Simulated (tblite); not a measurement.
# C2H11PSSi2: the cost of one run

The runs use tblite 0.8.0 and PySCF 2.14.0, with density-fitted response routines of our own; the level of theory stands in each step. All values are computed, except where a source is named. Atoms are numbered from 0 throughout.

## 1. The starting structure

17 atoms, charge 0, multiplicity 1; geometry from: force field or distance geometry start.

Bonds of the start (Å): C0–Si1 1.84, Si1–P2 2.23, P2–Si3 2.21, Si3–S4 2.15, S4–C5 1.80, C0–H6 1.10, C0–H7 1.09, C0–H8 1.10, Si1–H9 1.47, Si1–H10 1.48, P2–H11 1.41, Si3–H12 1.47, Si3–H13 1.47, C5–H14 1.10, C5–H15 1.10, C5–H16 1.09.

## 2. Relaxing the molecule with GFN2-xTB

The job: settings as JSON, then the geometry in Å.

```
{"job": {"kind": "relax", "xc": "GFN2-xTB", "basis": "xTB"}, "charge": 0, "multiplicity": 1}
C     -3.281600    -1.153200     0.625200
Si    -2.052900    -0.105900    -0.262600
P     -0.055400    -0.398800     0.682600
Si     0.929900     1.168200    -0.531500
S      2.893000     1.451600     0.293300
C      3.764100    -0.060400    -0.167500
H     -4.283700    -1.028000     0.180300
H     -3.026500    -2.208200     0.578400
H     -3.360700    -0.880600     1.684500
H     -1.959800    -0.504200    -1.675200
H     -2.424100     1.319400    -0.163000
H     -0.281600     0.369000     1.847900
H      1.055300     0.711200    -1.918600
H      0.190300     2.437600    -0.437300
H      4.801500     0.018700     0.181400
H      3.307400    -0.931700     0.319100
H      3.777900    -0.192500    -1.246800
```

On the command line:

```console
OMP_NUM_THREADS=1 python probes_run.py task.json out
```

This one command runs all jobs of the session in turn.

Q: Estimate the wall time and peak memory of this first job on 1 thread of Intel Xeon at 2.50GHz, shared host.

About 2.2 s, with a peak of 0.18 GiB.
